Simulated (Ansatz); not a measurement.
The system is VSi2.

```
CELL_PARAMETERS angstrom
4.57260 0.00000 0.00000
-2.28630 3.95999 0.00000
0.00000 0.00000 6.37440
ATOMIC_POSITIONS crystal
V 0.00000 0.50000 0.33333
V 0.50000 0.50000 0.66667
V 0.50000 0.00000 0.00000
Si 0.32520 0.16260 0.33333
Si 0.16260 0.83740 0.66667
Si 0.83740 0.67480 0.00000
Si 0.67480 0.83740 0.33333
Si 0.83740 0.16260 0.66667
Si 0.16260 0.32520 0.00000
```

Base run:

* Program: Ansatz 0.2.0
* Functional: PBEsol
* Potentials or basis: all-electron LAPW, scalar-relativistic
* Cutoff: 215 eV (chosen from the basis error)
* Basis error allowed: 0.002 eV/atom
* k mesh: 7 × 7 × 4
* Occupations: fermi-dirac, width 0.05 eV
* Spin: collinear spin, ferromagnetic start
* Starting moments: [2.0, 2.0, 2.0, 0.0, 0.0, 0.0, 0.0, 0.0, 0.0] μB

Its results: pressure -5.3 GPa; net moment 0.00 μB per cell; largest force 0.065 eV/Å.

Problem. The run is repeated on the same cell with these changes: functional from PBEsol to LDA. What comes out?

Solution. Pressure -8.9 GPa; net moment 0.00 μB per cell; largest force 0.072 eV/Å.

LDA binds more tightly than PBEsol, so the same cell stands under less pressure.

Caveats: the starting moments weren't kept.
